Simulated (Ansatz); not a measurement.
# BGeH5 (triplet): wave-function methods side by side, cc-pVDZ

Aim: climb from Hartree-Fock through coupled cluster and multireference methods for BGeH5 (triplet) at one geometry and basis, and see what each rung misses.

Computed with Ansatz 0.2.0, Gaussian basis. Level: cc-pVDZ, core rule «outside noble gas», up to 15 orbitals frozen.

Plan: UHF; CCSD(T) on ROHF; CCSD(T) on UHF; BCCD(T) on ROHF; CISD as a restricted active space (open shells left free, so some higher excitations enter); CCSDT(Q) on ROHF; CCSDT(Q) on UHF; CASSCF and NEVPT2, 10 electrons in 10 orbitals.

21 further runs of the same task are left out: 7 that didn't finish, 14 set aside as unsound or not needed. Runs told in other sessions of the task aren't counted.

### Step 1. The system

The geometry is a PBE0/def2-TZVP stationary point (not a proven minimum). No spin-orbit coupling is included. The filled d shell of Ge may be among the frozen orbitals whatever the setting's name suggests.

7 atoms, charge 0, spin multiplicity 3.

Atoms are counted from 1 here; the program's logs count them from 0.

Bond lengths: Ge1–B2 2.205 Å, Ge1–H3 1.535 Å, Ge1–H4 1.535 Å, Ge1–H5 1.537 Å, B2–H6 1.202 Å, B2–H7 1.202 Å. Angles: B2–Ge1–H3 104.9°, B2–Ge1–H4 104.9°, B2–Ge1–H5 109.6°, H3–Ge1–H4 113.2°, H3–Ge1–H5 111.8°, H4–Ge1–H5 111.8°, Ge1–B2–H6 91.6°, Ge1–B2–H7 91.6°, H6–B2–H7 131.7°.

Coordinates:

```xyz
7

Ge   -0.0092    0.0000    0.3056
B     0.1338    0.0000   -1.8952
H     0.7100   -1.2821    0.7492
H     0.7100    1.2821    0.7492
H    -1.4876    0.0000    0.7272
H    -0.3540   -1.0970   -1.9610
H    -0.3540    1.0970   -1.9610
```

### Step 2. UHF

The input, in.yaml:

```yaml
crystal:
  periodic: [false, false, false]
  atoms:
    - {symbol: Ge, position_ang: [-0.009150, 0.000000, 0.305594]}
    - {symbol: B, position_ang: [0.133797, 0.000000, -1.895159]}
    - {symbol: H, position_ang: [0.709968, -1.282092, 0.749236]}
    - {symbol: H, position_ang: [0.709968, 1.282092, 0.749236]}
    - {symbol: H, position_ang: [-1.487565, 0.000000, 0.727212]}
    - {symbol: H, position_ang: [-0.354021, -1.096997, -1.961000]}
    - {symbol: H, position_ang: [-0.354021, 1.096997, -1.961000]}
basis:
  gaussian: {orbitals: cc-pVDZ}
magnetization: {spin_polarized: true, initial_magnetization: 2}
hamiltonian: {xc: hf}
output: {orbitals: {seedname: orbitals}}
```

Run with:

```console
> ansatz run in.yaml --threads 1 --pin off --events-out ev --progress --plain --max-ram 2393MiB
```

The runs that follow: CCSD(T) on ROHF; CCSD(T) on UHF; BCCD(T) on ROHF; CISD as a restricted active space (open shells left free, so some higher excitations enter); CCSDT(Q) on ROHF; CCSDT(Q) on UHF; CASSCF and NEVPT2, 10 electrons in 10 orbitals.

**Question.** What will the summary of the whole plan be? Wanted: UCCSDT(Q) from the RHF energy; RMP2 from UCCSDT(Q); UMP2 from UCCSDT(Q); RCCSD from UCCSDT(Q); RCCSD(T) from UCCSDT(Q); UCCSD(T) from UCCSDT(Q); RCCSDT(Q) from UCCSDT(Q); NEVPT2 frontier from UCCSDT(Q); T1 diagnostic.

The runs gave:

```
                         quantity                                                   value
    UCCSDT(Q) from the ROHF energy                                              -6.2022 eV
              RMP2 from UCCSDT(Q)                                             +1366.3 meV
              UMP2 from UCCSDT(Q)                                             +1363.8 meV
             RCCSD from UCCSDT(Q)                                              +169.4 meV
          RCCSD(T) from UCCSDT(Q)                                               +37.1 meV
          UCCSD(T) from UCCSDT(Q)                                               +35.3 meV
         RCCSDT(Q) from UCCSDT(Q)                                                +2.2 meV
   NEVPT2 frontier from UCCSDT(Q)                                             +1303.6 meV
levels within 1 kcal/mol (43 meV)  RCCSD(T), UCCSD(T), BCCD(T), RCCSDT, UCCSDT, RCCSDT(Q)
                    T1 diagnostic                                                   0.018
```

**Reading.** RCCSD(T) misses by +37.1 meV, 0.6 % of the correlation energy. These misses are within one basis, not against nature; the frozen cores of restricted and unrestricted runs differ, which can shift their rows.

With open shells the CI space here admits some higher excitations, so it is larger than plain CISD.
